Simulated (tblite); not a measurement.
# C3H11ClGeSi: the cost of one run

Computed with tblite 0.8.0 and PySCF 2.14.0, with density-fitted response routines of our own, on a single molecule in the gas phase. Atoms are numbered from 0 throughout.

## Step 1: The molecule as given

17 atoms, charge 0, multiplicity 1; geometry from: force field or distance geometry start.

Bonds of the start (Å): C0–C1 1.50, C1–Si2 1.85, Si2–Ge3 2.29, Si2–C4 1.87, C4–Cl5 1.76, C0–H6 1.11, C0–H7 1.12, C0–H8 1.10, C1–H9 1.11, C1–H10 1.11, Si2–H11 1.48, Ge3–H12 1.53, Ge3–H13 1.56, Ge3–H14 1.55, C4–H15 1.10, C4–H16 1.10.

## Step 2: Relaxing the molecule with GFN2-xTB

Job settings and geometry (Å):

```
{"job": {"kind": "relax", "xc": "GFN2-xTB", "basis": "xTB"}, "charge": 0, "multiplicity": 1}
C     -1.766000    -0.902700     0.645600
C     -0.867100    -1.054600    -0.543400
Si     0.370800     0.312400    -0.733500
Ge     2.383700    -0.331500     0.145800
C     -0.275000     1.902800     0.017000
Cl     0.805000     2.375400     1.327500
H     -2.060800    -1.910300     1.019500
H     -2.731900    -0.434700     0.316000
H     -1.379500    -0.252600     1.442700
H     -0.340900    -2.032200    -0.477700
H     -1.510000    -1.078200    -1.448900
H      0.564900     0.485500    -2.191100
H      3.471100     0.709300    -0.138600
H      2.224900    -0.508000     1.691900
H      2.732100    -1.701200    -0.484500
H     -0.348900     2.700300    -0.739600
H     -1.279400     1.732300     0.440200
```

Started as:

```console
$ OMP_NUM_THREADS=1 python probes_run.py task.json out
```

The driver reads the jobs from task.json and runs them one after another.

Q: Estimate the wall time of this first job on 1 thread of Arm Neoverse N1, shared host.

About 1.6 s.
